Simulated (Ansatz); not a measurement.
# CH₄SeSi: how energies converge with the basis set

One table from this session's results is given with a row withheld; the runs are named, their logs left out.

Method: one geometry, several basis sets; program: Ansatz 0.2.0, Gaussian basis.

Levels to be run: PBE0-D4/def2-SVP; ωB97M-V/def2-SVP; PBE0-D4/def2-QZVPP; ωB97M-V/def2-QZVPP; the functionals' def2-TZVPP values are taken from earlier runs.

### The relaxed structure

The geometry comes from an earlier relaxation with PBE0-D4 in a triple-zeta def2 set; it is a stationary point, not always the lowest conformer.

SMILES `C1[SiH2][Se]1`, 7 atoms, charge 0, spin multiplicity 1.

Atoms are counted from 1 here; the program's logs count them from 0.

Bond lengths: C1–Si2 1.839 Å, C1–Se3 2.020 Å, C1–H4 1.085 Å, C1–H5 1.085 Å, Si2–Se3 2.225 Å, Si2–H6 1.479 Å, Si2–H7 1.479 Å. Angles: Si2–C1–Se3 70.2°, Si2–C1–H4 120.0°, Si2–C1–H5 120.0°, Se3–C1–H4 112.0°, Se3–C1–H5 112.0°, H4–C1–H5 113.9°, C1–Si2–Se3 58.7°, C1–Si2–H6 118.7°, C1–Si2–H7 118.7°, Se3–Si2–H6 118.8°, Se3–Si2–H7 118.8°, H6–Si2–H7 113.1°, C1–Se3–Si2 51.1°.

Set-up of the first run:

in.yaml

```yaml
crystal:
  periodic: [false, false, false]
  atoms:
    - {symbol: C, position_ang: [-0.672793, -0.541735, -0.369605]}
    - {symbol: Si, position_ang: [0.686144, 0.376155, 0.462957]}
    - {symbol: Se, position_ang: [-0.342920, 1.206370, -1.326322]}
    - {symbol: H, position_ang: [-0.445353, -1.396818, -0.997124]}
    - {symbol: H, position_ang: [-1.658978, -0.577957, 0.080727]}
    - {symbol: H, position_ang: [0.424103, 0.988784, 1.783342]}
    - {symbol: H, position_ang: [2.071099, -0.122801, 0.320323]}
basis:
  gaussian: {orbitals: def2-SVP}
hamiltonian: {xc: pbe0, dispersion: d4}
output: {orbitals: {seedname: orbitals}}
```

On the command line:

```console
$ ansatz run in.yaml --threads 2 --pin off --events-out ev --progress --plain --max-ram 4352MiB
```

Steps of the session up to this table: PBE0-D4 in def2-SVP; ωB97M-V in def2-SVP; PBE0-D4 in def2-QZVPP; ωB97M-V in def2-QZVPP.

One of the session's tables, all rows but one given; the rest of the session is left out.

It belongs to the step «Functionals by basis». 

```
functional       basis  HOMO (eV)
   PBE0-D4    def2-SVP      -6.53
   PBE0-D4  def2-TZVPP      -6.63
   PBE0-D4  def2-QZVPP      -6.65
   ωB97M-V    def2-SVP      -8.65
   ωB97M-V  def2-TZVPP          ?
   ωB97M-V  def2-QZVPP      -8.79
```

Q: Estimate the row for ωB97M-V, def2-TZVPP from the others.

As computed: HOMO (eV): -8.77. In the column «HOMO (eV)» it lies between ωB97M-V, def2-QZVPP (-8.79) and ωB97M-V, def2-SVP (-8.65).
